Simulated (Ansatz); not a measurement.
# Cs2Li3B5O10: the cost of one run

Computed with Ansatz 0.2.0 (DFT, PBE, plane-wave PAW, default files, scalar-relativistic, as far as a step names no other, unless a step's input says otherwise).

**1. The structure to begin with**

It takes space group C222_1 (No. 20, orthorhombic). The conventional cell has a = 7.226 Å, b = 11.658 Å, c = 12.782 Å, α = 90.00°, β = 90.00°, γ = 90.00°. Around Cs (site symmetry 2) lie 10 O at 3.05 to 3.55 Å and 2 Li at 3.35 Å. Cs (site symmetry 2) is surrounded by 18 O at 3.18 to 4.41 Å and 11 B at 3.57 to 4.35 Å and 6 Li at 3.67 to 4.00 Å. Li (site symmetry 1) has 5 O at 1.87 to 2.30 Å and 2 B at 2.37 to 2.47 Å as nearest neighbours. Around Li (site symmetry 2) lie 4 O at 1.84 to 2.13 Å. B (site symmetry 2) is surrounded by 4 O at 1.47 Å. B (site symmetry 1) is surrounded by 3 O at 1.32 to 1.41 Å. O (site symmetry 1) is surrounded by 1 B at 1.32 Å. Only part of the 12 independent sites is listed.

Structure file:

```cif
data_structure
_symmetry_space_group_name_H-M 'P 1'
_symmetry_Int_Tables_number 1
_cell_length_a 6.8579
_cell_length_b 6.8579
_cell_length_c 12.7817
_cell_angle_alpha 90.000
_cell_angle_beta 90.000
_cell_angle_gamma 116.420
_cell_volume 538.35
loop_
_atom_site_label
_atom_site_type_symbol
_atom_site_fract_x
_atom_site_fract_y
_atom_site_fract_z
_atom_site_occupancy
Cs1 Cs 0.70383 0.70383 0.50000 1
Cs2 Cs 0.29617 0.29617 0.00000 1
Cs3 Cs 0.77247 0.22753 0.25000 1
Cs4 Cs 0.22753 0.77247 0.75000 1
Li1 Li 0.43940 0.82300 0.04500 1
Li2 Li 0.56060 0.17700 0.54500 1
Li3 Li 0.82300 0.43940 0.95500 1
Li4 Li 0.17700 0.56060 0.45500 1
Li5 Li 0.32770 0.67230 0.25000 1
Li6 Li 0.67230 0.32770 0.75000 1
B1 B 0.09880 0.90120 0.25000 1
B2 B 0.90120 0.09880 0.75000 1
B3 B 0.73280 0.71580 0.16410 1
B4 B 0.26720 0.28420 0.66410 1
B5 B 0.71580 0.73280 0.83590 1
B6 B 0.28420 0.26720 0.33590 1
B7 B 0.30020 0.95200 0.42090 1
B8 B 0.69980 0.04800 0.92090 1
B9 B 0.95200 0.30020 0.57910 1
B10 B 0.04800 0.69980 0.07910 1
O1 O 0.35980 0.87080 0.50150 1
O2 O 0.64020 0.12920 0.00150 1
O3 O 0.87080 0.35980 0.49850 1
O4 O 0.12920 0.64020 0.99850 1
O5 O 0.17840 0.37180 0.58820 1
O6 O 0.82160 0.62820 0.08820 1
O7 O 0.37180 0.17840 0.41180 1
O8 O 0.62820 0.82160 0.91180 1
O9 O 0.18940 0.13920 0.24960 1
O10 O 0.81060 0.86080 0.74960 1
O11 O 0.13920 0.18940 0.75040 1
O12 O 0.86080 0.81060 0.25040 1
O13 O 0.16870 0.81850 0.34190 1
O14 O 0.83130 0.18150 0.84190 1
O15 O 0.81850 0.16870 0.65810 1
O16 O 0.18150 0.83130 0.15810 1
O17 O 0.53660 0.70260 0.15220 1
O18 O 0.46340 0.29740 0.65220 1
O19 O 0.70260 0.53660 0.84780 1
O20 O 0.29740 0.46340 0.34780 1
```

**2. Gradients at the starting positions**

input.yaml reads:

```yaml
crystal:
  lattice:
    - [3.6128, -5.82915, 0.0]
    - [3.6128, 5.82915, 0.0]
    - [0.0, 0.0, 12.7817]
  atoms:
    - { symbol: Cs, position: [0.70383, 0.70383, 0.5] }
    - { symbol: Cs, position: [0.29617, 0.29617, 0.0] }
    - { symbol: Cs, position: [0.77247, 0.22753, 0.25] }
    - { symbol: Cs, position: [0.22753, 0.77247, 0.75] }
    - { symbol: Li, position: [0.4394, 0.823, 0.045] }
    - { symbol: Li, position: [0.5606, 0.177, 0.545] }
    - { symbol: Li, position: [0.823, 0.4394, 0.955] }
    - { symbol: Li, position: [0.177, 0.5606, 0.455] }
    - { symbol: Li, position: [0.3277, 0.6723, 0.25] }
    - { symbol: Li, position: [0.6723, 0.3277, 0.75] }
    - { symbol: B, position: [0.0988, 0.9012, 0.25] }
    - { symbol: B, position: [0.9012, 0.0988, 0.75] }
    - { symbol: B, position: [0.7328, 0.7158, 0.1641] }
    - { symbol: B, position: [0.2672, 0.2842, 0.6641] }
    - { symbol: B, position: [0.7158, 0.7328, 0.8359] }
    - { symbol: B, position: [0.2842, 0.2672, 0.3359] }
    - { symbol: B, position: [0.3002, 0.952, 0.4209] }
    - { symbol: B, position: [0.6998, 0.048, 0.9209] }
    - { symbol: B, position: [0.952, 0.3002, 0.5791] }
    - { symbol: B, position: [0.048, 0.6998, 0.0791] }
    - { symbol: O, position: [0.3598, 0.8708, 0.5015] }
    - { symbol: O, position: [0.6402, 0.1292, 0.0015] }
    - { symbol: O, position: [0.8708, 0.3598, 0.4985] }
    - { symbol: O, position: [0.1292, 0.6402, 0.9985] }
    - { symbol: O, position: [0.1784, 0.3718, 0.5882] }
    - { symbol: O, position: [0.8216, 0.6282, 0.0882] }
    - { symbol: O, position: [0.3718, 0.1784, 0.4118] }
    - { symbol: O, position: [0.6282, 0.8216, 0.9118] }
    - { symbol: O, position: [0.1894, 0.1392, 0.2496] }
    - { symbol: O, position: [0.8106, 0.8608, 0.7496] }
    - { symbol: O, position: [0.1392, 0.1894, 0.7504] }
    - { symbol: O, position: [0.8608, 0.8106, 0.2504] }
    - { symbol: O, position: [0.1687, 0.8185, 0.3419] }
    - { symbol: O, position: [0.8313, 0.1815, 0.8419] }
    - { symbol: O, position: [0.8185, 0.1687, 0.6581] }
    - { symbol: O, position: [0.1815, 0.8313, 0.1581] }
    - { symbol: O, position: [0.5366, 0.7026, 0.1522] }
    - { symbol: O, position: [0.4634, 0.2974, 0.6522] }
    - { symbol: O, position: [0.7026, 0.5366, 0.8478] }
    - { symbol: O, position: [0.2974, 0.4634, 0.3478] }
kpoints:
  mp_grid: { grid: [4, 4, 2] }
scf:
  occupations: { method: fermi_dirac, width: 0.02 }
hamiltonian:
  xc: pbe
  pseudopotentials: { kind: paw }
output:
  forces: true
  stress: true
  populations: true
  efg:
    quadrupole_moments_barn: { Cs: -0.00343, Li: -0.0401, B: 0.04059, O: -0.02558 }
    contact_densities: true
  write_density: true
  write_potential: true
  elf: true
  volumetric_format: npy
```

Run with:

```sh
$ ansatz run input.yaml --threads 1 --pin off --max-ram 3072MiB --backend cpu --events-out ev --progress --plain --runs-dir out
```

**Question.** How long does this run take on 1 thread of Arm Neoverse V1, shared host, and how much memory does it need?

About 3.7 min, with a peak of 1.2 GiB.
